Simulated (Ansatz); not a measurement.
# F₂H₂Se₂Sn: small, medium and large basis sets

Aim: see how fast density functionals converge with the basis set for F₂H₂Se₂Sn.

Program: Ansatz 0.2.0, Gaussian basis. Level of theory: one geometry, several basis sets. These are calculated values, not measurements.

Levels to be run: PBE0-D4/def2-SVP; ωB97M-V/def2-SVP; PBE0-D4/def2-QZVPP; ωB97M-V/def2-QZVPP; the functionals' def2-TZVPP values are taken from earlier runs.

## 1. The relaxed structure

The geometry comes from an earlier relaxation with PBE0-D4 in a triple-zeta def2 set; it is a stationary point, not always the lowest conformer. Sn takes the def2 core potential; no spin-orbit term is included.

SMILES `[F][Sn]([F])([SeH])[SeH]`, 7 atoms, charge 0, spin multiplicity 1.

Atoms are counted from 1 here; the program's logs count them from 0.

Bond lengths: F1–Sn2 1.906 Å, Sn2–F3 1.909 Å, Sn2–Se4 2.491 Å, Sn2–Se5 2.494 Å, Se4–H6 1.471 Å, Se5–H7 1.471 Å. Angles: F1–Sn2–F3 102.0°, F1–Sn2–Se4 104.3°, F1–Sn2–Se5 112.6°, F3–Sn2–Se4 113.0°, F3–Sn2–Se5 105.2°, Se4–Sn2–Se5 118.7°, Sn2–Se4–H6 89.9°, Sn2–Se5–H7 88.6°.

As a file:

```xyz
7

F     0.37671   -2.33237    0.21714
Sn    0.10522   -0.44644    0.17374
F     1.64083    0.19568    1.10767
Se   -2.01429   -0.09994    1.43495
Se    0.29828    0.49781   -2.12619
H    -2.05078    1.30006    0.98520
H     1.70534    0.81721   -1.83820
```

## 2. PBE0-D4 in def2-SVP

in.yaml

```yaml
crystal:
  periodic: [false, false, false]
  atoms:
    - {symbol: F, position_ang: [0.376706, -2.332372, 0.217137]}
    - {symbol: Sn, position_ang: [0.105218, -0.446438, 0.173739]}
    - {symbol: F, position_ang: [1.640828, 0.195676, 1.107672]}
    - {symbol: Se, position_ang: [-2.014294, -0.099940, 1.434948]}
    - {symbol: Se, position_ang: [0.298279, 0.497807, -2.126190]}
    - {symbol: H, position_ang: [-2.050780, 1.300060, 0.985195]}
    - {symbol: H, position_ang: [1.705343, 0.817206, -1.838199]}
basis:
  gaussian: {orbitals: def2-SVP}
hamiltonian: {xc: pbe0, dispersion: d4}
output: {orbitals: {seedname: orbitals}}
```

Command:

```console
> ansatz run in.yaml --threads 4 --pin off --events-out ev --progress --plain --max-ram 11315MiB
```

Further steps of the session: ωB97M-V in def2-SVP; PBE0-D4 in def2-QZVPP; ωB97M-V in def2-QZVPP.

Q: Predict the results of all the runs planned. Wanted: PBE0-D4: double and triple zeta above quadruple; ωB97M-V: double and triple zeta above quadruple.

The runs gave:

| quantity | value |
| --- | --- |
| PBE0-D4: double and triple zeta above quadruple | 26.61, 3.15 eV |
| ωB97M-V: double and triple zeta above quadruple | 26.59, 3.04 eV |

In words: PBE0-D4 gains 23.46 eV from double to triple zeta, then 3.15 eV more. These are total energies; as a rule much of such shifts cancels in differences, which this series doesn't test.
